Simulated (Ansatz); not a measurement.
# As2BH6NO: the cost of one run

Program: Ansatz 0.2.0. Level of theory: RKS PBE/def2-SVP. These are calculated values, not measurements.

**1. The structure to begin with**

Bond lengths: O1–B2 1.432 Å, B2–As3 2.038 Å, B2–N4 1.542 Å, N4–As5 1.847 Å, O1–H6 0.955 Å, As3–H7 1.626 Å, As3–H8 1.567 Å, N4–H9 1.050 Å, As5–H10 1.530 Å, As5–H11 1.582 Å. Angles: O1–B2–As3 118.5°, O1–B2–N4 120.7°, As3–B2–N4 120.8°, B2–O1–H6 110.0°, B2–As3–H7 90.8°, B2–As3–H8 92.2°, H7–As3–H8 90.4°, B2–N4–As5 110.5°, B2–N4–H9 104.5°, As5–N4–H9 112.1°, N4–As5–H10 92.2°, N4–As5–H11 90.5°, H10–As5–H11 92.7°.

As a file:

```xyz
11

O    -0.8911    1.2411    1.4593
B    -0.8042    0.1316    0.5583
As   -1.0677   -1.7482    1.3007
N    -0.5042    0.3543   -0.9378
As    1.2048   -0.2134   -1.3464
H    -0.0200    1.4809    1.7672
H     0.4833   -1.7990    1.7851
H    -0.6740   -2.4092   -0.0644
H    -0.6210    1.3879   -1.0777
H     1.1474    0.4256   -2.7352
H     1.8119    1.0914   -0.6886
```

**2. End point A**

Contents of input.yaml:

```yaml
crystal:
  periodic: [false, false, false]
  atoms:
    - { symbol: O, position_ang: [-0.8911, 1.2411, 1.4593] }
    - { symbol: B, position_ang: [-0.8042, 0.1316, 0.5583] }
    - { symbol: As, position_ang: [-1.0677, -1.7482, 1.3007] }
    - { symbol: "N", position_ang: [-0.5042, 0.3543, -0.9378] }
    - { symbol: As, position_ang: [1.2048, -0.2134, -1.3464] }
    - { symbol: H, position_ang: [-0.02, 1.4809, 1.7672] }
    - { symbol: H, position_ang: [0.4833, -1.799, 1.7851] }
    - { symbol: H, position_ang: [-0.674, -2.4092, -0.0644] }
    - { symbol: H, position_ang: [-0.621, 1.3879, -1.0777] }
    - { symbol: H, position_ang: [1.1474, 0.4256, -2.7352] }
    - { symbol: H, position_ang: [1.8119, 1.0914, -0.6886] }
basis:
  gaussian: { orbitals: def2-SVP }
hamiltonian:
  xc: pbe
relax:
  f_tol: 0.015
  max_steps: 40
output:
  orbitals: {}
```

Command:

```sh
$ ansatz run input.yaml --threads 2 --pin off --max-ram 3072MiB --backend cpu --events-out ev --progress --plain --runs-dir out
```

Q: Estimate wall time and peak memory on 2 threads of AMD EPYC 7B13 (Zen 3), shared host.

About 77 s, with a peak of 0.22 GiB.
